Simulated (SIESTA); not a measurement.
Mn3Al:

```
Mn Al
1.0
     0.00000    2.85803    2.85803
     2.85803    0.00000    2.85803
     2.85803    2.85803    0.00000
Mn Al
3 1
Cartesian
  0.0000 0.0000 0.0000
  1.4290 1.4290 1.4290
  4.2870 4.2870 4.2870
  2.8580 2.8580 2.8580
```

The cell comes from a database or a generator and needn't be the stable form of this composition.

* Program: SIESTA 5.4.2
* Task: single point
* Functional: PBEsol
* Potentials or basis: PseudoDojo 0.4 standard (PBEsol files)
* Basis: DZP (energy shift 0.003 Ry; two zetas on semicore shells)
* Grid cutoff: 800 Ry
* Energy shift: 0.003 Ry
* k mesh: 8 × 8 × 8
* Occupations: fermi-dirac, width 0.05 eV
* Spin: collinear spin, ferromagnetic start
* Starting moments: [4.0, 4.0, 4.0, 0.0] μB

On this cell: pressure -7.9 GPa; largest force zero by symmetry; net moment 2.60 μB per cell; site moments Mn +0.87, +0.91; Al -0.10 μB; band gap on the k mesh none (metal or under the smearing width).

The same run follows on a disturbed copy (atoms moved at random, drawn with an rms of 0.05 Å):

```
Mn Al
1.0
     0.00000    2.85803    2.85803
     2.85803    0.00000    2.85803
     2.85803    2.85803    0.00000
Mn Al
3 1
Direct
  0.99340 0.00677 0.99322
  0.24748 0.24799 0.25410
  0.75384 0.74728 0.75702
  0.49957 0.49548 0.49672
```

What does the disturbed cell give?

The energy (extrapolated to zero smearing) moves by +4.8 meV/atom; pressure -7.8 GPa; largest force 0.503 eV/Å; net moment 2.55 μB per cell; site moments Mn +0.85, +0.90, +0.89; Al -0.10 μB; band gap on the k mesh none (metal or under the smearing width).

Forces on the atoms (eV/Å):
```
Mn   0.019  0.280 -0.048
Mn  -0.142 -0.090  0.062
Mn  -0.222 -0.434 -0.124
Al   0.345  0.243  0.101
```

Stress tensor (GPa, compression positive):
```
-7.86 -0.18 -0.35
-0.18 -7.83 -0.05
-0.35 -0.05 -7.77
```

Caveats: short orbitals over semicore shells can move pressures by several GPa; the moment fell far below its start of 4 μB, so a state of higher moment may lie lower in energy; the basis of atomic orbitals isn't converged, which shifts pressures, moduli and gaps.
